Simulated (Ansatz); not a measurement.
# Co5Pd4: the cost of one run

Method: DFT PBEsol, scalar-relativistic, plane waves, PAW, in Ansatz 0.2.0.

**1. The structure to begin with**

The structure is trigonal, space group P-3m1 (No. 164). Conventional cell: a = 2.700 Å, b = 2.700 Å, c = 18.750 Å, α = 90.00°, β = 90.00°, γ = 120.00°. Around Co (site symmetry 3m) lie 9 Co at 2.50 to 2.70 Å and 3 Pd at 2.62 Å. Co (site symmetry 3m) is surrounded by 12 Co at 2.50 to 2.70 Å. Co (site symmetry -3m) has 12 Co at 2.50 to 2.70 Å in its first shell of neighbours. Pd (site symmetry 3m) is surrounded by 3 Co at 2.62 Å and 9 Pd at 2.70 to 2.74 Å. Around Pd (site symmetry 3m) lie 12 Pd at 2.70 to 2.74 Å.

Coordinates:

```cif
data_structure
_symmetry_space_group_name_H-M 'P-3m1'
_symmetry_Int_Tables_number 164
_cell_length_a 2.7000
_cell_length_b 2.7000
_cell_length_c 18.7500
_cell_angle_alpha 90.000
_cell_angle_beta 90.000
_cell_angle_gamma 120.000
_cell_volume 118.37
loop_
_atom_site_label
_atom_site_type_symbol
_atom_site_symmetry_multiplicity
_atom_site_Wyckoff_symbol
_atom_site_fract_x
_atom_site_fract_y
_atom_site_fract_z
_atom_site_occupancy
Co1 Co 2 d 0.33333 0.66667 0.79200 1
Co2 Co 2 d 0.66667 0.33333 0.89600 1
Co3 Co 1 a 0.00000 0.00000 0.00000 1
Pd1 Pd 2 c 0.00000 0.00000 0.32000 1
Pd2 Pd 2 d 0.33333 0.66667 0.44000 1
```

**2. Relaxing cell and atoms: Co5Pd4, moments +++++++++**

The input, input.yaml:

```yaml
crystal:
  lattice:
    - [2.7, 0.0, 0.0]
    - [-1.35, 2.3382685902, 0.0]
    - [0.0, 0.0, 18.75]
  atoms:
    - { symbol: Co, position: [0.0, 0.0, 0.0], spin: 1.9 }
    - { symbol: Co, position: [0.3333333333, 0.6666666667, 0.104], spin: 1.9 }
    - { symbol: Co, position: [0.6666666667, 0.3333333333, 0.208], spin: 1.9 }
    - { symbol: Co, position: [0.0, 0.0, 0.312], spin: 1.9 }
    - { symbol: Co, position: [0.3333333333, 0.6666666667, 0.416], spin: 1.9 }
    - { symbol: Pd, position: [0.6666666667, 0.3333333333, 0.528], spin: 0.3 }
    - { symbol: Pd, position: [0.0, 0.0, 0.648], spin: 0.3 }
    - { symbol: Pd, position: [0.3333333333, 0.6666666667, 0.768], spin: 0.3 }
    - { symbol: Pd, position: [0.6666666667, 0.3333333333, 0.888], spin: 0.3 }
magnetization:
  spin_polarized: true
scf:
  occupations: { method: fermi_dirac, width: 0.05 }
output:
  forces: true
  stress: true
  populations: true
  write_density: true
  write_potential: true
  elf: true
  volumetric_format: npy
hamiltonian:
  xc: pbesol
relax:
  f_tol: 0.01
  cell: { stress_tol: 0.05 }
kpoints:
  mp_grid: { grid: [16, 16, 4] }
```

Started as:

```
> ansatz run input.yaml --threads 8 --pin off --max-ram 24576MiB --backend cpu --events-out ev --progress --plain --runs-dir out
```

Q: Estimate wall time and peak memory on 8 threads of Intel Xeon Platinum 8488C (Sapphire Rapids), shared host.

About 3.8 min, with a peak of 2.2 GiB.
